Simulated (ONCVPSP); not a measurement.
# An ONCV potential for osmium, from input to tests

Do these settings give a usable potential? It is generated, then checked for transferability, scattering, ghosts and hardness.

Method: ONCVPSP 4.0.1, BLYP, scalar-relativistic.

**1. Settings**

The settings as typed:

```json
{
  "element": "osmium (Os, Z = 76)",
  "type": "optimised norm-conserving Vanderbilt (ONCV)",
  "frozen core": "[Kr] 4d10 4f14",
  "valence charge": "16",
  "reference configuration": "5s2 5p6 5d6 6s1 6p1",
  "partial waves": "5s+6s: rc 1.50 bohr, ncon 4, nbas 7, qcut 8.7 1/bohr, 2 projectors; 5p+6p: rc 1.55 bohr, ncon 4, nbas 8, qcut 7.3 1/bohr, 2 projectors; 5d: rc 2.15 bohr, ncon 4, nbas 9, qcut 6.5 1/bohr, 2 projectors, debl 1.8 Ha",
  "local potential": "polynomial inside 1.00 bohr (lpopt 5, dvloc0 2 Ha)",
  "core correction": "Teter function, fcfact 4, rcfact 1.2"
}
```

An earlier all-electron run gives the scale for the radii.

All-electron outer shells of the reference configuration (BLYP, scalar-relativistic, ld1.x):

```json
{"shell": "4d", "level (eV)": "-274.38", "outermost node (bohr)": "0.21", "outermost maximum (bohr)": "0.44"}
{"shell": "5s", "level (eV)": "-93.23", "outermost node (bohr)": "0.51", "outermost maximum (bohr)": "0.91"}
{"shell": "4f", "level (eV)": "-53.56", "outermost node (bohr)": "–", "outermost maximum (bohr)": "0.40"}
{"shell": "5p", "level (eV)": "-52.48", "outermost node (bohr)": "0.55", "outermost maximum (bohr)": "1.03"}
{"shell": "5d", "level (eV)": "-7.77", "outermost node (bohr)": "0.60", "outermost maximum (bohr)": "1.36"}
{"shell": "6s", "level (eV)": "-7.29", "outermost node (bohr)": "1.20", "outermost maximum (bohr)": "2.45"}
{"shell": "6p", "level (eV)": "-2.06", "outermost node (bohr)": "1.43", "outermost maximum (bohr)": "3.43"}
```

**2. The generation run**

The input, Os.dat:

```
# ATOM AND REFERENCE CONFIGURATION
# atsym  z   nc   nv     iexc    psfile
  Os 76.00   10    5  -106131      upf
#
#   n    l    f
    1    0    2.00
    2    0    2.00
    2    1    6.00
    3    0    2.00
    3    1    6.00
    3    2   10.00
    4    0    2.00
    4    1    6.00
    4    2   10.00
    4    3   14.00
    5    0    2.00
    5    1    6.00
    5    2    6.00
    6    0    1.00
    6    1    1.00
#
# PSEUDOPOTENTIAL AND OPTIMIZATION
# lmax
    2
#
#   l,   rc,      ep,       ncon, nbas, qcut
    0    1.50    0.00    4    7    8.70
    1    1.55    0.00    4    8    7.30
    2    2.15    0.00    4    9    6.50
#
# LOCAL POTENTIAL
# lloc, lpopt,  rc(5),   dvloc0
    4    5    1.00    2.00
#
# VANDERBILT-KLEINMAN-BYLANDER PROJECTORs
# l, nproj, debl
    0    2    3.70
    1    2    2.90
    2    2    1.80
#
# MODEL CORE CHARGE
# icmod, fcfact, rcfact
    3    4.00    1.20
#
# LOG DERIVATIVE ANALYSIS
# epsh1, epsh2, depsh
   -5.00    5.00    0.04
#
# OUTPUT GRID
# rlmax, drl
    6.00    0.01
#
# TEST CONFIGURATIONS
# ncnf
    4
# nvcnf
#   n    l    f
    5
    5    0    2.00
    5    1    6.00
    5    2    6.00
    6    0    2.00
    6    1    0.00
#
    5
    5    0    2.00
    5    1    6.00
    5    2    6.00
    6    0    1.00
    6    1    0.00
#
    5
    5    0    2.00
    5    1    6.00
    5    2    6.00
    6    0    0.00
    6    1    0.00
#
    5
    5    0    2.00
    5    1    6.00
    5    2    6.00
    6    0    1.50
    6    1    0.00
#
```

The run is started by

```console
$ oncvpsp.x < Os.dat > Os.out
```

Before running it: what results should come out? Wanted: cutoffs for 1 and 0.1 mHa per electron, occupied waves; bound ghosts; GHOST(+) flags; largest test error; largest phase difference near zero energy, channels read; rms error of d²Exc/dn², without and with the model core.

The runs gave:

```
                                                quantity                              value
  cutoffs for 1 and 0.1 mHa per electron, occupied waves                    27 Ha and 32 Ha
                                            bound ghosts                         none found
                                          GHOST(+) flags            s at 83 eV, d at 635 eV
                            largest test error (AE − PS)  -5.9 meV, for 5s2 5p6 5d6 6s0 6p0
largest phase difference near zero energy, channels read                          0.000 rad
 rms error of d²Exc/dn², without and with the model core                  5.01 and 2.10 mHa
```

In words: The worst unpolarised test, 5s2 5p6 5d6 6s0 6p0, is off by 5.9 meV on 21.5 eV; by total energies transferability rates as good. The potential is of middling hardness: the looser tolerance needs 27 Ha. The program's ghost test flags no bound state. Near zero energy the phases of the channels with partial waves that could be evaluated agree within 0.001 rad. The program also flags highly localised states, GHOST(+) (s, d). Note that the frozen 4f shell (-54 eV) lies higher than the valence 5s shell (-93 eV). All of this concerns the isolated atom, not yet a solid.
